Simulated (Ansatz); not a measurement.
# Te4Pt3: the cost of one run

Computed with Ansatz 0.2.0 (DFT PBEsol, scalar-relativistic, plane waves, PAW, unless a step's input says otherwise).

1 further run of the same task is left out (set aside as unsound or not needed).

## Step 1: Starting point

It takes space group R-3m (No. 166, trigonal). Conventional cell: a = 3.988 Å, b = 3.988 Å, c = 35.390 Å, α = 90.00°, β = 90.00°, γ = 120.00°. Te (site symmetry 3m) has 3 Pt at 2.64 Å as nearest neighbours. Te (site symmetry 3m) is surrounded by 3 Pt at 2.67 Å. Around Pt (site symmetry -3m) lie 6 Te at 2.67 Å. Pt (site symmetry 3m) is surrounded by 3 Te at 2.64 Å and 3 Pt at 2.73 Å.

As a file:

```
CELL_PARAMETERS angstrom
1.99400 1.15124 11.79667
-1.99400 1.15124 11.79667
0.00000 -2.30247 11.79667
ATOMIC_POSITIONS crystal
Te 0.44300 0.44300 0.44300
Te 0.55700 0.55700 0.55700
Te 0.29500 0.29500 0.29500
Te 0.70500 0.70500 0.70500
Pt 0.00000 0.00000 0.00000
Pt 0.14600 0.14600 0.14600
Pt 0.85400 0.85400 0.85400
```

Source of the structure: the Crystallography Open Database.

## Step 6: The grid

Atoms count from 1 in the order of the input.

The energy is mapped over a free internal coordinate and the cell.

The axes are (1) shift of Te1 along [0 0 1], its symmetry partners moved as symmetry demands (measured in the relaxed cell): 5 values from −0.313 Å; (2) c/a of the conventional cell at fixed volume: 5 values from 8.102 to 9.511.

Nothing else is relaxed (all other coordinates fixed). Energies count from the relaxed crystal. Points are written as (first, second).

(The set-up runs are not shown.)

## Step 7: Point (−0.313 Å, 8.807)

The input, input.yaml:

```yaml
crystal:
  lattice:
    - [1.9976706312, 1.1533556767, 11.7289479158]
    - [-1.9976706312, 1.1533556767, 11.7289479158]
    - [0.0, -2.3067113533, 11.7289479158]
  atoms:
    - { symbol: Te, position: [0.4363140327, 0.4363140327, 0.4363140327] }
    - { symbol: Te, position: [0.5636859673, 0.5636859673, 0.5636859673] }
    - { symbol: Te, position: [0.2944770696, 0.2944770696, 0.2944770696] }
    - { symbol: Te, position: [0.7055229304, 0.7055229304, 0.7055229304] }
    - { symbol: Pt, position: [0.0, 0.0, 0.0] }
    - { symbol: Pt, position: [0.1463095062, 0.1463095062, 0.1463095062] }
    - { symbol: Pt, position: [0.8536904938, 0.8536904938, 0.8536904938] }
basis:
  ecutwfc: 420
kpoints:
  mp_grid: { grid: [12, 12, 12] }
hamiltonian:
  xc: pbesol
  pseudopotentials: { kind: paw, azcp: { folder: soft_1 } }
scf:
  occupations: { method: gaussian, width: 0.15 }
output:
  forces: true
  stress: true
  eigenvalues: true
```

Launch:

```bash
ansatz run input.yaml --threads 4 --pin off --max-ram 8192MiB --backend cpu --events-out ev --progress --plain --runs-dir out
```

Q: Estimate wall time and peak memory on 4 threads of Arm Neoverse N1, shared host.

About 55 s, with a peak of 1.5 GiB.
